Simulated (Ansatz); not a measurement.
# CH₅ClOSSi: a ladder of functionals and wavefunction methods

One table from this session's results is given with a row withheld; the runs are named, their logs left out.

Method: functionals in def2-TZVPP, the program's frozen cores in correlated methods; program: Ansatz 0.2.0, Gaussian basis.

The runs, in order: PBE-D4, r2SCAN-D4, PBE0-D4, B3LYP-D4, ωB97X-V, ωB97M-V, B2PLYP; CCSD(T)/def2-TZVPP; MP2/def2-QZVPP; extrapolation to the limit.

## The relaxed structure

An earlier PBE0-D4 in a triple-zeta def2 set relaxation fixed the geometry.

SMILES `OC[SiH](S)Cl`, 10 atoms, charge 0, spin multiplicity 1.

Atoms are counted from 1 here; the program's logs count them from 0.

Bond lengths: O1–C2 1.416 Å, O1–H6 0.960 Å, C2–Si3 1.882 Å, C2–H7 1.098 Å, C2–H8 1.100 Å, Si3–S4 2.117 Å, Si3–Cl5 2.058 Å, Si3–H9 1.480 Å, S4–H10 1.347 Å. Angles: C2–O1–H6 109.1°, O1–C2–Si3 108.2°, O1–C2–H7 112.0°, O1–C2–H8 112.0°, Si3–C2–H7 108.9°, Si3–C2–H8 107.8°, H7–C2–H8 107.8°, C2–Si3–S4 108.8°, C2–Si3–Cl5 108.6°, C2–Si3–H9 111.3°, S4–Si3–Cl5 112.8°, S4–Si3–H9 108.3°, Cl5–Si3–H9 107.0°, Si3–S4–H10 91.0°.

The first run:

in.yaml reads:

```yaml
crystal:
  periodic: [false, false, false]
  atoms:
    - {symbol: O, position_ang: [-1.440608, -0.317605, 0.549712]}
    - {symbol: C, position_ang: [-0.593252, -0.464030, -0.575712]}
    - {symbol: Si, position_ang: [0.988892, 0.502569, -0.250228]}
    - {symbol: S, position_ang: [1.692200, 0.028119, 1.689235]}
    - {symbol: Cl, position_ang: [0.592551, 2.507812, -0.487267]}
    - {symbol: H, position_ang: [-2.255008, -0.801394, 0.394380]}
    - {symbol: H, position_ang: [-1.059520, -0.083672, -1.494502]}
    - {symbol: H, position_ang: [-0.316476, -1.514064, -0.748444]}
    - {symbol: H, position_ang: [2.044367, 0.151053, -1.226137]}
    - {symbol: H, position_ang: [0.429854, -0.059988, 2.152063]}
basis:
  gaussian: {orbitals: def2-TZVPP}
hamiltonian: {xc: pbe, dispersion: d4}
output: {forces: true, orbitals: {seedname: orbitals}}
```

The run is started by

```sh
ansatz run in.yaml --threads 4 --pin off --events-out ev --progress --plain --max-ram 10444MiB
```

Steps of the session up to this table: PBE-D4 (GGA); r2SCAN-D4 (meta-GGA); PBE0-D4 (hybrid); B3LYP-D4 (hybrid); ωB97X-V (range-separated); ωB97M-V (range-separated); B2PLYP (double hybrid); CCSD(T) in def2-TZVPP; MP2 in def2-QZVPP.

One of the session's tables, all rows but one given; the rest of the session is left out.

```
            method  atomisation energy (kcal/mol)
            PBE-D4                          833.6
         r2SCAN-D4                          823.6
           PBE0-D4                          819.7
          B3LYP-D4                          815.1
           ωB97X-V                              ?
           ωB97M-V                          825.7
            B2PLYP                          806.1
     HF/def2-TZVPP                          585.3
    MP2/def2-TZVPP                          812.2
   CCSD/def2-TZVPP                          782.7
CCSD(T)/def2-TZVPP                          796.3
           MP2/CBS                          838.2
       CCSD(T)/CBS                          822.4
```

Estimate the missing values for ωB97X-V.

As computed: atomisation energy (kcal/mol): 825.3. In the column «atomisation energy (kcal/mol)» it lies between r2SCAN-D4 (823.6) and ωB97M-V (825.7).

To keep in mind: Free atoms (1 O, 1 C, 1 Si, 1 S, 1 Cl, 5 H) were run apart at each level; the atomisation energy is their sum less the molecule, without zero-point or spin-orbit terms.
